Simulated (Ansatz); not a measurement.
# Isostructural Y, Zr, Hf: table of trends, by script

Wanted for isostructural Y, Zr, Hf: a table of trends.

Computed with Ansatz 0.2.0, driven from Python. Level of theory: DFT PBE, plane waves, PAW.

## 1. Starting point

Y P6_3/mmc: It takes space group P6_3/mmc (No. 194, hexagonal). The conventional cell has a = 3.647 Å, b = 3.647 Å, c = 5.731 Å, α = 90.00°, β = 90.00°, γ = 120.00°. Y (site symmetry -6m2) has 12 Y at 3.56 to 3.65 Å as nearest neighbours.

Zr P6_3/mmc: Symmetry: P6_3/mmc, No. 194, hexagonal system. Conventional cell: a = 3.232 Å, b = 3.232 Å, c = 5.147 Å, α = 90.00°, β = 90.00°, γ = 120.00°. Zr (site symmetry -6m2) is surrounded by 12 Zr at 3.18 to 3.23 Å.

Hf P6_3/mmc: It takes space group P6_3/mmc (No. 194, hexagonal). The conventional cell has a = 3.197 Å, b = 3.197 Å, c = 5.058 Å, α = 90.00°, β = 90.00°, γ = 120.00°. Around Hf (site symmetry -6m2) lie 12 Hf at 3.13 to 3.20 Å.

No structure file is read: the coordinates are typed or built in the script.

## 2. The script

File trend_y.py:

```python
'''Trends along isostructural compounds in space group P6_3/mmc, after relaxing atoms and volume at fixed cell shape.'''

import warnings

import ansatz as az
import numpy as np
from tabulate import tabulate

params = {
    'functional': 'pbe',
    'tolerance': 1e-09,
    'kspacing': 0.16,
    'occupations': 'cold',
    'sigma': 0.1,
}

PHASES = {
    'Y': (
        [(3.6474, 0.0, 0.0), (-1.8237, 3.158741, 0.0), (0.0, 0.0, 5.7306)],
        [
            ('Y', (1 / 3, 2 / 3, 0.25)),
            ('Y', (2 / 3, 1 / 3, 0.75)),
        ],
    ),
    'Zr': (
        [(3.232, 0.0, 0.0), (-1.616, 2.798994, 0.0), (0.0, 0.0, 5.147)],
        [
            ('Zr', (1 / 3, 2 / 3, 0.25)),
            ('Zr', (2 / 3, 1 / 3, 0.75)),
        ],
    ),
    'Hf': (
        [(3.1967, 0.0, 0.0), (-1.59835, 2.768423, 0.0), (0.0, 0.0, 5.0578)],
        [
            ('Hf', (1 / 3, 2 / 3, 0.25)),
            ('Hf', (2 / 3, 1 / 3, 0.75)),
        ],
    ),
}


def build(vectors, sites):
    crystal = az.Crystal(lattice=az.Lattice.of(vectors))
    for symbol, position in sites:
        crystal = crystal.atom(symbol, position)
    return crystal


def run_phase(name, crystal, relax=True):
    calc = crystal.calculation()
    calc = calc.functional(params['functional'])
    calc = calc.basis(38 * az.Ry).scf(tolerance=params['tolerance'])
    calc = calc.kpoints(spacing=params['kspacing'])
    calc = calc.occupations(params['occupations'], width=params['sigma']).stress()
    calc = calc.band_table()
    if relax:
        calc = calc.relax(force_tolerance=0.02, max_steps=60, fix_cell=['shape'])
    return calc.run(threads=1, pin='off')

def bulk_modulus(name, outcome, step=0.015):
    # B = -V dP/dV from the pressures of two uniformly scaled cells, atoms held at their fractions
    pressure = []
    for factor in (1 - step, 1.0, 1 + step):
        cell = az.Crystal(lattice=az.Lattice.of(outcome.lattice.cell_ang * factor ** (1 / 3)))
        for site in outcome.report['lattice']['sites']:
            cell = cell.atom(site['symbol'], site['position_frac'])
        pressure.append(np.trace(run_phase(name, cell, relax=False).report['stress_gpa']) / 3)
    slope, bend = (pressure[0] - pressure[2]) / (2 * step), abs(pressure[0] + pressure[2] - 2 * pressure[1])
    # a jump of mesh or basis between the cells shows as a kink: no modulus then
    return float(slope) if bend < 12 * step**2 * abs(slope) + 0.15 and abs(pressure[1]) < 1.5 else float('nan')


def volume_per_atom(outcome):
    return abs(np.linalg.det(outcome.lattice.cell_ang)) / len(outcome.lattice.sites)

warnings.simplefilter('ignore')

phases = {name: build(*cell) for name, cell in PHASES.items()}

done = {}
for name, crystal in phases.items():
    try:
        done[name] = run_phase(name, crystal)
    except az.NonConvergedError as error:
        print(name, 'did not converge:', str(error)[:120])

rows = [(name, volume_per_atom(o), bulk_modulus(name, o)) for name, o in done.items()]
print(tabulate(rows, headers=['compound', 'V (A^3/atom)', 'B (GPa)'], floatfmt='.4f', tablefmt='rst'))
```

## 3. What the engine is handed

The package turns the script's settings into the engine's input (first run):

```yaml
crystal:
  lattice:
    - [3.6474, 0.0, 0.0]
    - [-1.8237, 3.158741, 0.0]
    - [0.0, 0.0, 5.7306]
  atoms:
    - { symbol: "Y", position: [0.3333333333333333, 0.6666666666666666, 0.25] }
    - { symbol: "Y", position: [0.6666666666666666, 0.3333333333333333, 0.75] }
basis:
  ecutwfc: 517.016338673772
kpoints:
  mp_grid:
    kspacing: 0.16
hamiltonian:
  xc: pbe
scf:
  convergence:
    dr2_threshold: 1.0e-09
  occupations:
    method: cold
    width: 0.1
relax:
  f_tol: 0.02
  max_steps: 60
  cell:
    fix: [shape]
output:
  stress: true
  eigenvalues: true
```

## 4. Launch

Run with:

```console
python trend_y.py
```

**Question.** What results will this script give? Wanted: Y; Zr; Hf.

The runs gave:

| quantity | value |
| --- | --- |
| runs compared | 12 |
| Y (run 1): relaxed volume, space group | 32.90 Å³/atom, P6_3/mmc |
| Zr (run 2): relaxed volume, space group | 23.39 Å³/atom, P6_3/mmc |
| Hf (run 3): relaxed volume, space group | 22.54 Å³/atom, P6_3/mmc |

By relaxed volume an atom the order is Hf (run 3) < Zr (run 2) < Y (run 1). In CPU time, run 3 cost about 9.6 times as much as run 4. In run 1, over 1 move the cell shrank by 0.3 % in volume, and the space group stayed P6_3/mmc. In run 2, the volume grew by 0.5 % over 1 move, and the space group stayed P6_3/mmc. Caveats:
- The program warned that this SCF threshold is loose for forces or stresses.
- Atoms and volume are relaxed with the cell's shape held, which in cells of lower than cubic symmetry can hide stresses and shift volumes.
- Pressure is positive in compression.
- Spin-orbit coupling, which matters for elements this heavy, is left out.
- Some members of the series are computed structures and not known phases.
